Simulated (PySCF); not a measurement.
# C3H5FOSi: electronic excitations and core binding energies

What electronic excitations and core binding energies should C3H5FOSi (`C=C(C=O)[SiH2]F`) show?

Programs: PySCF 2.14.0, with density-fitted response routines of our own. Each step states its level of theory. These are calculated values for one molecule in the gas phase, unless marked as measured. Atoms count from 0, in the outputs and in this text.

**1. The starting structure**

11 atoms, charge 0, multiplicity 1; geometry from: GFN2-xTB.

Bonds of the start (Å): C0–C1 1.33, C1–C2 1.46, C2–O3 1.21, C1–Si4 1.89, Si4–F5 1.62, C0–H6 1.08, C0–H7 1.08, C2–H8 1.11, Si4–H9 1.45, Si4–H10 1.45.

**2. Excited states and response: CAM-B3LYP/def2-SVPD**

What the job is given:

```
{"job": {"kind": "uv", "xc": "CAM-B3LYP", "basis": "def2-SVPD", "nstates": 8, "ntriplets": 3}, "charge": 0, "multiplicity": 1}
C     -1.261789    -0.340818    -0.882460
C     -0.355095    -0.043555     0.048681
C     -0.744448     0.173109     1.438660
O      0.055783     0.446009     2.300188
Si     1.507710     0.145493    -0.228362
F      1.710602    -0.130900    -1.808169
H     -0.979201    -0.501138    -1.909694
H     -2.313742    -0.432455    -0.651156
H     -1.823638     0.073379     1.665004
H      1.948370     1.513386    -0.020878
H      2.260874    -0.899839     0.441388
```

Level: TDDFT CAM-B3LYP/def2-SVPD, vertical, gas phase, core orbitals frozen in the response.

On the command line:

```
OMP_NUM_THREADS=1 python probes_run.py task.json out
```

One launch serves the whole session: the jobs run in the order shown.

The log of the run:

```text
coarse grid: 10160 points
cycle   1  E = -581.2588247139  dE =  7.555e-01  |g| = 8.912e-01  |ddm| = 5.146e+00
cycle   2  E = -581.0059004513  dE =  2.529e-01  |g| = 1.504e+00  |ddm| = 2.929e+00
cycle   3  E = -581.4183269381  dE = -4.124e-01  |g| = 1.226e-01  |ddm| = 1.982e+00
cycle   4  E = -581.4206890590  dE = -2.362e-03  |g| = 7.245e-02  |ddm| = 2.136e-01
cycle   5  E = -581.4216228315  dE = -9.338e-04  |g| = 1.309e-02  |ddm| = 9.834e-02
cycle   6  E = -581.4216614667  dE = -3.864e-05  |g| = 4.575e-03  |ddm| = 2.866e-02
cycle   7  E = -581.4216670288  dE = -5.562e-06  |g| = 1.309e-03  |ddm| = 1.141e-02
final grid: 95224 points
cycle   8  E = -581.5114785132  dE = -1.730e-05  |g| = 3.539e-03  |ddm| = 5.676e-02
cycle   9  E = -581.5114759155  dE =  2.598e-06  |g| = 5.309e-03  |ddm| = 1.004e-02
cycle  10  E = -581.5114813676  dE = -5.452e-06  |g| = 5.460e-04  |ddm| = 5.568e-03
cycle  11  E = -581.5114814335  dE = -6.592e-08  |g| = 1.639e-04  |ddm| = 7.939e-04
cycle  12  E = -581.5114814398  dE = -6.272e-09  |g| = 7.100e-05  |ddm| = 3.832e-04
cycle  13  E = -581.5114814410  dE = -1.208e-09  |g| = 2.323e-05  |ddm| = 1.163e-04
cycle  14  E = -581.5114814411  dE = -1.605e-10  |g| = 6.095e-06  |ddm| = 6.532e-05
converged SCF energy = -581.5114814411

Static polarisability (au): isotropic 64.095, principal 46.947 64.840 80.498

Singlet excitations
state   eV       nm        f      main configurations
  1   3.8734    320.1   0.00062   H->L 0.92
  2   5.9636    207.9   0.00086   H-2->L 0.87
  3   6.2913    197.1   0.35655   H-1->L 0.95
  4   7.0173    176.7   0.00001   H->L+2 0.83, H-2->L 0.09
  5   7.4131    167.3   0.00450   H-3->L 0.56, H->L+1 0.27, H->L+3 0.10
  6   7.5361    164.5   0.04704   H->L+1 0.48, H-3->L 0.41
  7   7.7712    159.5   0.02772   H->L+3 0.71, H->L+1 0.12, H->L+4 0.08
  8   7.9127    156.7   0.00258   H-1->L+1 0.90

Triplet excitations (Tamm-Dancoff, eV): 3.3599 3.6692 5.5762
```

Wall time 23 s (1 thread of Intel Xeon Platinum 8488C, shared host); peak memory 0.74 GiB.

Frontier orbitals and where they lie:

```csv
orbital,eV,atoms
HOMO−3,-11.42,"Si4 29 %, F5 19 %, H9 19 %"
HOMO−2,-11.16,"C1 26 %, Si4 20 %, O3 15 %"
HOMO−1,-10.09,"C1 33 %, C0 32 %, O3 12 %"
HOMO,-9.45,"O3 53 %, C2 17 %, C1 11 %"
LUMO,-1.15,"C0 30 %, O3 21 %, C2 20 %"
LUMO+1,0.90,"Si4 37 %, C0 16 %, F5 9 %"
LUMO+2,1.43,"C2 24 %, C1 23 %, O3 11 %"
```

With each of the 8 states as a Gaussian band of 0.4 eV half-width at 1/e, the curve within the window shown has maxima at 197 nm (ε 14,000), 163 nm (ε 3,000) L/(mol cm). Beyond the last state computed it falls off for lack of states. The curve at chosen wavelengths:

```tsv
nm	ε (L/mol/cm)
151	504
160	2726
169	2041
178	1158
187	7026
196	14339
205	10036
215	2628
224	419
233	43
242	3
251	0
260	0
269	1
278	3
287	7
296	13
305	20
314	24
324	25
333	22
342	17
351	12
360	8
369	5
378	3
```

Further results of this job:

```csv
property,computed
dipole moment (D),2.55
polarisability (Å³),9.50
HOMO–LUMO gap (eV),8.29
−ε(HOMO) (eV),9.45
```

**3. Core holes by ΔSCF: SCAN, X2C**

Settings changed since step 2:

```diff
@@ -1,2 +1,2 @@
-{"job": {"kind": "uv", "xc": "CAM-B3LYP", "basis": "def2-SVPD", "nstates": 8, "ntriplets": 3}, "charge": 0, "multiplicity": 1}
+{"job": {"kind": "xps"}, "charge": 0, "multiplicity": 1}
 C     -1.261789    -0.340818    -0.882460
```

Level: delta-SCF UKS SCAN, pcX-2 on the ionised atom, pcseg-1 elsewhere, spin-free X2C.

The log of the run:

```text
ground state, core basis on atom 0 (C), 144 functions
  cycle   1  E = -582.34640512  |g| = 8.21e-01
  cycle   2  E = -581.75353343  |g| = 1.87e+00
  cycle   3  E = -582.45012060  |g| = 3.45e-01
  cycle   4  E = -582.47627181  |g| = 1.05e-01
  cycle   5  E = -582.47803928  |g| = 5.37e-02
  cycle   6  E = -582.47871870  |g| = 1.42e-02
  cycle   7  E = -582.47876330  |g| = 6.75e-03
  cycle   8  E = -582.47877137  |g| = 1.45e-03
  cycle   9  E = -582.47877286  |g| = 4.46e-04
  E(ground) = -582.51416346 Eh
hole in C 1s of atom 0
  cycle   1  E = -571.18738747  |g| = 1.50e+00
  cycle   2  E = -569.15654595  |g| = 2.29e+00
  cycle   3  E = -571.20984274  |g| = 1.10e+00
  cycle   4  E = -571.72047760  |g| = 3.66e-01
  cycle   5  E = -571.75332084  |g| = 2.18e-01
  cycle   6  E = -571.77446279  |g| = 2.79e-02
  cycle   7  E = -571.77487115  |g| = 9.51e-03
  cycle   8  E = -571.77493517  |g| = 8.82e-03
  cycle   9  E = -571.77498225  |g| = 3.57e-03
  cycle  10  E = -571.77501379  |g| = 2.54e-03
  cycle  11  E = -571.77502765  |g| = 1.36e-03
  cycle  12  E = -571.77503201  |g| = 1.02e-03
  cycle  13  E = -571.77503281  |g| = 3.62e-04
  E(ion) = -571.80904498 Eh   <S^2> = 0.8117   hole on atom = 1.000   binding energy = 291.301 eV
ground state, core basis on atom 1 (C), 144 functions
  cycle   1  E = -582.48091311  |g| = 6.31e-02
  cycle   2  E = -582.48005484  |g| = 6.35e-02
  cycle   3  E = -582.48055892  |g| = 4.59e-02
  cycle   4  E = -582.48110555  |g| = 1.58e-02
  cycle   5  E = -582.48115715  |g| = 3.40e-03
  cycle   6  E = -582.48115807  |g| = 7.21e-04
  cycle   7  E = -582.48115816  |g| = 2.81e-04
  E(ground) = -582.51659377 Eh
hole in C 1s of atom 1
  cycle   1  E = -571.21095402  |g| = 1.52e+00
  cycle   2  E = -569.98191850  |g| = 2.18e+00
  cycle   3  E = -571.60631369  |g| = 6.70e-01
  cycle   4  E = -571.64593829  |g| = 5.97e-01
  cycle   5  E = -571.77936994  |g| = 1.62e-01
  cycle   6  E = -571.78959983  |g| = 6.47e-02
  cycle   7  E = -571.79171823  |g| = 1.11e-02
  cycle   8  E = -571.79180429  |g| = 7.70e-03
  cycle   9  E = -571.79184723  |g| = 4.14e-03
  cycle  10  E = -571.79187352  |g| = 2.54e-03
  cycle  11  E = -571.79188600  |g| = 1.24e-03
  cycle  12  E = -571.79188936  |g| = 4.23e-04
  E(ion) = -571.82635093 Eh   <S^2> = 0.7985   hole on atom = 1.000   binding energy = 290.896 eV
ground state, core basis on atom 2 (C), 144 functions
  cycle   1  E = -582.48294293  |g| = 5.85e-02
  cycle   2  E = -582.48274859  |g| = 3.22e-02
  cycle   3  E = -582.48245256  |g| = 4.55e-02
  cycle   4  E = -582.48300368  |g| = 1.00e-02
  cycle   5  E = -582.48302593  |g| = 2.15e-03
  cycle   6  E = -582.48302580  |g| = 5.95e-04
  cycle   7  E = -582.48302756  |g| = 1.28e-04
  E(ground) = -582.51782792 Eh
hole in C 1s of atom 2
  cycle   1  E = -571.13700211  |g| = 1.50e+00
  cycle   2  E = -568.72811196  |g| = 2.42e+00
  cycle   3  E = -571.30921192  |g| = 8.89e-01
  cycle   4  E = -571.45860655  |g| = 7.05e-01
  cycle   5  E = -571.59149595  |g| = 4.42e-01
  cycle   6  E = -571.68841965  |g| = 1.07e-01
  cycle   7  E = -571.69292204  |g| = 2.81e-02
  cycle   8  E = -571.69334796  |g| = 1.00e-02
  cycle   9  E = -571.69341091  |g| = 6.36e-03
  cycle  10  E = -571.69345911  |g| = 3.20e-03
  cycle  11  E = -571.69349226  |g| = 2.88e-03
  cycle  12  E = -571.69351630  |g| = 1.71e-03
  cycle  13  E = -571.69352546  |g| = 1.27e-03
  cycle  14  E = -571.69353296  |g| = 4.01e-04
  E(ion) = -571.72662970 Eh   <S^2> = 0.8043   hole on atom = 1.000   binding energy = 293.643 eV
ground state, core basis on atom 3 (O), 144 functions
  cycle   1  E = -582.50636286  |g| = 9.60e-02
  cycle   2  E = -582.50505971  |g| = 8.58e-02
  cycle   3  E = -582.50482747  |g| = 9.26e-02
  cycle   4  E = -582.50657092  |g| = 9.65e-03
  cycle   5  E = -582.50659248  |g| = 1.55e-03
  cycle   6  E = -582.50659361  |g| = 6.27e-04
  cycle   7  E = -582.50659124  |g| = 1.95e-04
  E(ground) = -582.53908433 Eh
hole in O 1s of atom 3
  cycle   1  E = -561.89007081  |g| = 2.22e+00
  cycle   2  E = -560.98367825  |g| = 2.35e+00
  cycle   3  E = -562.42357963  |g| = 7.34e-01
  cycle   4  E = -562.45914226  |g| = 6.44e-01
  cycle   5  E = -562.72327120  |g| = 1.15e-01
  cycle   6  E = -562.73057546  |g| = 5.03e-02
  cycle   7  E = -562.73188677  |g| = 8.57e-03
  cycle   8  E = -562.73191493  |g| = 5.57e-03
  cycle   9  E = -562.73192855  |g| = 2.47e-03
  cycle  10  E = -562.73193442  |g| = 8.17e-04
  cycle  11  E = -562.73193558  |g| = 7.12e-04
  cycle  12  E = -562.73193581  |g| = 3.01e-04
  E(ion) = -562.76535417 Eh   <S^2> = 0.7690   hole on atom = 1.000   binding energy = 538.071 eV
ground state, core basis on atom 4 (Si), 155 functions
  cycle   1  E = -582.58116773  |g| = 2.95e-01
  cycle   2  E = -582.57688290  |g| = 1.65e-01
  cycle   3  E = -582.56593907  |g| = 2.78e-01
  cycle   4  E = -582.58205727  |g| = 2.64e-02
  cycle   5  E = -582.58216268  |g| = 1.18e-02
  cycle   6  E = -582.58220069  |g| = 1.92e-03
  cycle   7  E = -582.58219951  |g| = 9.78e-04
  cycle   8  E = -582.58219908  |g| = 4.49e-04
  E(ground) = -582.57476250 Eh
hole in Si 1s of atom 4
  cycle   1  E = -513.61899019  |g| = 4.35e+00
  cycle   2  E = -512.23291417  |g| = 2.55e+00
  cycle   3  E = -511.07002231  |g| = 2.03e+00
  cycle   4  E = -514.52267987  |g| = 5.76e-01
  cycle   5  E = -514.57512954  |g| = 5.04e-01
  cycle   6  E = -514.65705914  |g| = 1.38e-01
  cycle   7  E = -514.66347885  |g| = 5.34e-02
  cycle   8  E = -514.66452577  |g| = 2.66e-02
  cycle   9  E = -514.66479121  |g| = 7.92e-03
  cycle  10  E = -514.66481559  |g| = 4.01e-03
  cycle  11  E = -514.66482585  |g| = 1.06e-03
  cycle  12  E = -514.66482469  |g| = 2.37e-04
  E(ion) = -514.66631556 Eh   <S^2> = 0.7521   hole on atom = 1.000   binding energy = 1847.883 eV
hole in Si 2p of atom 4
  cycle   1  E = -578.27846855  |g| = 1.24e+00
  cycle   2  E = -577.03879436  |g| = 1.67e+00
  cycle   3  E = -578.19924709  |g| = 9.05e-01
  cycle   4  E = -578.54555380  |g| = 2.77e-01
  cycle   5  E = -578.56258512  |g| = 2.36e-01
  cycle   6  E = -578.58974506  |g| = 5.53e-02
  cycle   7  E = -578.59112289  |g| = 2.46e-02
  cycle   8  E = -578.59141674  |g| = 5.78e-03
  cycle   9  E = -578.59143284  |g| = 2.40e-03
  cycle  10  E = -578.59143495  |g| = 7.63e-04
  cycle  11  E = -578.59143558  |g| = 1.09e-04
  E(ion) = -578.59507738 Eh   <S^2> = 0.7514   hole on atom = 1.003   binding energy = 108.293 eV
  2p3/2 = 108.015 eV   2p1/2 = 108.643 eV
ground state, core basis on atom 5 (F), 144 functions
  cycle   1  E = -582.52514550  |g| = 1.24e-01
  cycle   2  E = -582.52461227  |g| = 8.49e-02
  cycle   3  E = -582.52501030  |g| = 6.66e-02
  cycle   4  E = -582.52556751  |g| = 8.05e-03
  cycle   5  E = -582.52558322  |g| = 4.48e-03
  cycle   6  E = -582.52558622  |g| = 6.03e-04
  cycle   7  E = -582.52558554  |g| = 2.65e-04
  E(ground) = -582.56192373 Eh
hole in F 1s of atom 5
  cycle   1  E = -556.18987943  |g| = 2.58e+00
  cycle   2  E = -555.65303242  |g| = 2.28e+00
  cycle   3  E = -556.62927891  |g| = 9.57e-01
  cycle   4  E = -556.81165684  |g| = 7.55e-01
  cycle   5  E = -557.05483490  |g| = 2.20e-01
  cycle   6  E = -557.07639433  |g| = 6.87e-02
  cycle   7  E = -557.07885533  |g| = 1.65e-02
  cycle   8  E = -557.07894607  |g| = 8.88e-03
  cycle   9  E = -557.07898372  |g| = 4.74e-03
  cycle  10  E = -557.07899359  |g| = 1.25e-03
  cycle  11  E = -557.07899502  |g| = 2.90e-04
  E(ion) = -557.12084293 Eh   <S^2> = 0.7565   hole on atom = 1.000   binding energy = 692.287 eV
```

Wall time 68 s (1 thread of Intel Xeon Platinum 8488C, shared host); peak memory 0.5 GiB.

The holes in one table. −ε is the ground-state orbital energy:

```csv
hole,stands for,environment,ΔSCF (eV; 2p as the shell's mean),−ε (eV),⟨S²⟩
C1s on C0,C0,β carbon of a C=C–C=O unit,291.30,274.9,0.812
C1s on C1,C1,α carbon of a C=C–C=O unit,290.90,274.3,0.799
C1s on C2,C2,aldehyde carbonyl carbon,293.64,276.4,0.804
O1s on O3,O3,aldehyde oxygen,538.07,517.0,0.769
Si1s on Si4,Si4,"silicon bonded to C, F, 2 H",1847.88,1794.4,0.752
Si2p on Si4,Si4,"silicon bonded to C, F, 2 H",108.22,97.1,0.751
F1s on F5,F5,fluorine bonded to Si,692.29,666.2,0.756
```

With the spin-orbit splitting: Si4 2p3/2 108.01, 2p1/2 108.64 eV. The table gives each 2p level as the mean over the whole 2p shell (two parts 2p3/2, one part 2p1/2), which differs a little from the single hole in the log.

**4. What came out**

| quantity | value |
| --- | --- |
| lowest singlet (CAM-B3LYP/def2-SVPD) | 3.87 eV (320 nm), f = 0.001 |
| brightest single state of those computed | state 3, 6.29 eV, f = 0.357 |
| lowest triplet | 3.36 eV |
| C1s binding energies, SCAN/pcX-2 | C2 293.64, C0 291.30, C1 290.90 eV |
| O1s binding energies, SCAN/pcX-2 | O3 538.07 eV |
| Si1s binding energies, SCAN/pcX-2 | Si4 1847.88 eV |
| Si2p binding energies, SCAN/pcX-2 | Si4 108.22 eV |
| F1s binding energies, SCAN/pcX-2 | F5 692.29 eV |

**Reading.** The first singlet state (HOMO→LUMO 0.92) lies at 3.87 eV and is dark; of the 8 states computed, the strongest absorption comes from state 3 at 6.29 eV. The lowest triplet lies 0.51 eV below the lowest singlet (triplets in Tamm-Dancoff, singlets in full TDDFT). C2 (aldehyde carbonyl carbon) binds its C1s electron 2.75 eV more tightly than C1 (α carbon of a C=C–C=O unit).
